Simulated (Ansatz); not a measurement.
# H11NOSi2: the cost of one run

Program: Ansatz 0.2.0, Gaussian basis. Level of theory: PBE0-D4, def2-SVP first, then def2-TZVP. These are calculated values, not measurements.

190 further runs of the same task are left out: 190 set aside as unsound or not needed. Runs told in other sessions of the task aren't counted.

### Step 1. Starting geometry

The guess: 15 atoms, charge 0, spin multiplicity 1.

Atoms are counted from 1 here; the program's logs count them from 0.

Bond lengths: Si1–H3 1.525 Å, Si1–H4 1.466 Å, Si1–Si5 2.287 Å, Si1–O7 1.793 Å, Si5–H10 1.477 Å, Si5–H11 1.466 Å, Si5–H12 1.470 Å, H6–O7 1.238 Å, H6–N9 1.256 Å, O7–H13 0.954 Å, H8–N9 1.052 Å, N9–H14 1.012 Å, N9–H15 1.012 Å. Angles: H3–Si1–H4 93.9°, H3–Si1–Si5 98.4°, H3–Si1–O7 89.7°, H4–Si1–Si5 139.6°, H4–Si1–O7 108.7°, Si5–Si1–O7 109.7°, Si1–Si5–H10 115.6°, Si1–Si5–H11 109.8°, Si1–Si5–H12 115.7°, H10–Si5–H11 105.7°, H10–Si5–H12 103.8°, H11–Si5–H12 105.2°, O7–H6–N9 166.9°, Si1–O7–H6 112.9°, Si1–O7–H13 111.0°, H6–O7–H13 113.1°, H6–N9–H8 91.3°, H6–N9–H14 113.4° and more.

As a file:

```mol
H11NOSi2
  3D, bonds by distance, orders not assigned

 15 13  0  0  0  0  0  0  0  0999 V2000
   -0.2889   -0.1724   -1.2769 Si  0  0
    0.4738   -1.3599   -0.0324 H   0  0
   -1.0380    0.7182   -2.2630 H   0  0
   -0.7864   -1.4178   -1.8688 H   0  0
    1.6466    1.0380   -1.1353 Si  0  0
   -1.1005   -0.1087    1.1334 H   0  0
   -1.4155    0.3364    0.0218 O   0  0
    0.1025   -1.1912    1.4885 H   0  0
   -0.5573   -0.6679    2.1187 N   0  0
    2.2315    1.1509    0.2157 H   0  0
    2.6833    0.4172   -1.9660 H   0  0
    1.5628    2.4304   -1.5982 H   0  0
   -2.3198    0.1453   -0.2160 H   0  0
   -0.0534   -0.0262    2.7174 H   0  0
   -1.1406   -1.2924    2.6609 H   0  0
  1  3  8  0
  1  4  8  0
  1  5  8  0
  1  7  8  0
  5 10  8  0
  5 11  8  0
  5 12  8  0
  6  7  8  0
  6  9  8  0
  7 13  8  0
  8  9  8  0
  9 14  8  0
  9 15  8  0
M  END
```

Distances that are to change: Si1–O7 1.79 Å, H6–N9 1.26 Å, H2–H8 1.57 Å, Si1–H2 1.88 Å, H6–O7 1.24 Å, H8–N9 1.05 Å.

### Step 2. Constrained relaxation of the guess

Contents of hold/in.yaml:

```yaml
crystal:
  periodic: [false, false, false]
  atoms:
    - {symbol: Si, position_ang: [-0.288900, -0.172400, -1.276900]}
    - {symbol: H, position_ang: [0.473800, -1.359900, -0.032400]}
    - {symbol: H, position_ang: [-1.038000, 0.718200, -2.263000]}
    - {symbol: H, position_ang: [-0.786400, -1.417800, -1.868800]}
    - {symbol: Si, position_ang: [1.646600, 1.038000, -1.135300]}
    - {symbol: H, position_ang: [-1.100500, -0.108700, 1.133400]}
    - {symbol: O, position_ang: [-1.415500, 0.336400, 0.021800]}
    - {symbol: H, position_ang: [0.102500, -1.191200, 1.488500]}
    - {symbol: N, position_ang: [-0.557300, -0.667900, 2.118700]}
    - {symbol: H, position_ang: [2.231500, 1.150900, 0.215700]}
    - {symbol: H, position_ang: [2.683300, 0.417200, -1.966000]}
    - {symbol: H, position_ang: [1.562800, 2.430400, -1.598200]}
    - {symbol: H, position_ang: [-2.319800, 0.145300, -0.216000]}
    - {symbol: H, position_ang: [-0.053400, -0.026200, 2.717400]}
    - {symbol: H, position_ang: [-1.140600, -1.292400, 2.660900]}
basis:
  gaussian: {orbitals: def2-SVP}
hamiltonian: {xc: pbe0, dispersion: d4}
relax: {f_tol: 0.04, max_steps: 150, escape_saddle: false, constraints: [{distance: [0, 6]}, {distance: [5, 8]}, {distance: [1, 7]}, {distance: [0, 1]}, {distance: [5, 6]}, {distance: [7, 8]}]}
```

Command:

```
> ansatz run in.yaml --threads 8 --pin off --events-out ev --progress --plain --max-ram 19148MiB
```

**Question.** How long does this run take on 8 threads of Arm Neoverse V2, shared host?

About 11 s.
